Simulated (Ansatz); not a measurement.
# C3H6SSi: the cost of one run

All numbers are computed with Ansatz 0.2.0 through its Python package. Level of theory: B3LYP/6-31G*.

### 1 The system

Bond lengths: C1–C2 1.288 Å, C2–Si3 1.826 Å, C2–C4 1.495 Å, C4–S5 1.730 Å, C1–H6 1.098 Å, C1–H7 1.127 Å, Si3–H8 1.454 Å, Si3–H9 1.544 Å, Si3–H10 1.500 Å, C4–H11 1.060 Å. Angles (14 of 15 angles, heavy atoms first): C1–C2–Si3 121.3°, C1–C2–C4 125.5°, Si3–C2–C4 113.1°, C2–C4–S5 126.1°, C2–C1–H6 127.7°, C2–C1–H7 122.6°, C2–Si3–H8 112.2°, C2–Si3–H9 111.7°, C2–Si3–H10 110.8°, C2–C4–H11 116.2°, S5–C4–H11 117.0°, H6–C1–H7 109.6°, H8–Si3–H9 109.0°, H8–Si3–H10 106.3°.

The script holds or builds the structure itself.

### 2 The code

File bde_c3h6ssi.py:

```python
"""Cost of removing each kind of hydrogen from C3H6SSi, fragments frozen."""

import ansatz as az
from ase import Atoms

BASIS_SET = "6-31G*"
XC = "b3lyp"


def total_energy(molecule, charge=0, unpaired=0):
    calc = molecule.calculation().basis(gaussian=BASIS_SET).functional(XC)
    if charge:
        calc = calc.charge(charge)
    if unpaired:
        calc = calc.spin("collinear", total=unpaired)
    return calc.run().report["free_energy_ev"]

def without(molecule, index):
    rest = az.Crystal.molecule()
    for i, site in enumerate(molecule.cartesian_sites):
        if i != index:
            rest = rest.atom(site.symbol, site.position_ang)
    return rest


def main() -> None:
    atoms = Atoms(["C", "C", "Si", "C", "S", "H", "H", "H", "H", "H", "H"], positions=[
        (-0.9293, 1.179, 0.3109),
        (-0.2344, 0.1809, -0.1142),
        (0.9926, -0.6447, 0.956),
        (-0.2805, -0.3825, -1.4984),
        (-1.3738, 0.0877, -2.7545),
        (-0.8859, 1.6554, 1.2987),
        (-1.6864, 1.7111, -0.3331),
        (0.7137, -2.0627, 1.1191),
        (1.0716, 0.0156, 2.3495),
        (2.3664, -0.5523, 0.3601),
        (0.3114, -1.2445, -1.6735),
    ])
    c3h6ssi = az.Crystal.molecule_from_ase(atoms)

    whole = total_energy(c3h6ssi, 0)
    hydrogen = total_energy(az.Crystal.molecule().atom("H", (0, 0, 0)), 0, 1)
    print(f"E(molecule) = {whole:.5f} eV, E(H) = {hydrogen:.5f} eV")
    for index in [6, 9, 10]:
        radical = total_energy(without(c3h6ssi, index), 0, 1)
        print(f"H{index}: homolysis {23.060548 * (radical + hydrogen - whole):.1f} kcal/mol")


if __name__ == "__main__":
    main()
```

### 3 Launch

Launch:

```bash
$ python bde_c3h6ssi.py
```

What time and memory should one allow on 1 thread of Arm Neoverse V1, shared host?

About 35 s, with a peak of 0.33 GiB.
